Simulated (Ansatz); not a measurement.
# Ni: the cost of one run

Program: Ansatz 0.2.0. Level of theory: DFT PBE, PAW, plane waves, scalar-relativistic. These are calculated values, not measurements.

6 further runs of the same task are left out: 4 that didn't finish, 2 set aside as unsound or not needed.

**1. The system as given**

It takes space group Fm-3m (No. 225, cubic). The conventional cell has a = 3.548 Å, b = 3.548 Å, c = 3.548 Å, α = 90.00°, β = 90.00°, γ = 90.00°. Around Ni (site symmetry m-3m) lie 12 Ni at 2.51 Å.

Structure file:

```cif
data_structure
_symmetry_space_group_name_H-M 'P 1'
_symmetry_Int_Tables_number 1
_cell_length_a 2.5089
_cell_length_b 2.5089
_cell_length_c 2.5089
_cell_angle_alpha 60.000
_cell_angle_beta 60.000
_cell_angle_gamma 60.000
_cell_volume 11.17
loop_
_atom_site_label
_atom_site_type_symbol
_atom_site_fract_x
_atom_site_fract_y
_atom_site_fract_z
_atom_site_occupancy
Ni1 Ni 0.00000 0.00000 0.00000 1
```

Atoms are counted from 1 in the order of input.yaml (Ni1 and so on).

After the default run come: Fermi–Dirac width 0.01 eV, no switch to direct minimisation; Fermi–Dirac smearing, width 0.15 eV; 2 bands beyond the filled ones; MSR1 mixing, preconditioner Resta; Broyden, β 0.7, history 16, no preconditioner; density-residual threshold 1e-4 eV; Fermi–Dirac width 0.001 eV, no switch to direct minimisation.

The search for lower states is off throughout, and inputs that name a mixer don't switch to direct minimisation unless they say so. Spin is collinear, with starting moments Ni1 2.00 μB. β is the mixing step of the charge; the magnetisation has a step of its own, which the program sets unless it is named.

**2. Default SCF settings**

Input file input.yaml:

```yaml
crystal:
  lattice:
    - [0.0, 1.77405, 1.77405]
    - [1.77405, 0.0, 1.77405]
    - [1.77405, 1.77405, 0.0]
  atoms:
    - { symbol: Ni, position: [0.0, 0.0, 0.0], spin: 2.0 }
magnetization:
  spin_polarized: true
hamiltonian:
  xc: pbe
  pseudopotentials: { kind: paw }
basis:
  ecutwfc: 420
kpoints:
  mp_grid: { grid: [12, 12, 12] }
scf:
  occupations: { method: gaussian, width: 0.05 }
  lower_state_search: "off"
output:
  forces: true
  stress: true
```

Started as:

```
$ ansatz run input.yaml --threads 2 --pin off --max-ram 5120MiB --backend cpu --events-out ev --progress --plain --runs-dir out
```

What time and memory should one allow on 2 threads of Arm Neoverse V1, shared host?

About 1.5 s, with a peak of 0.25 GiB.
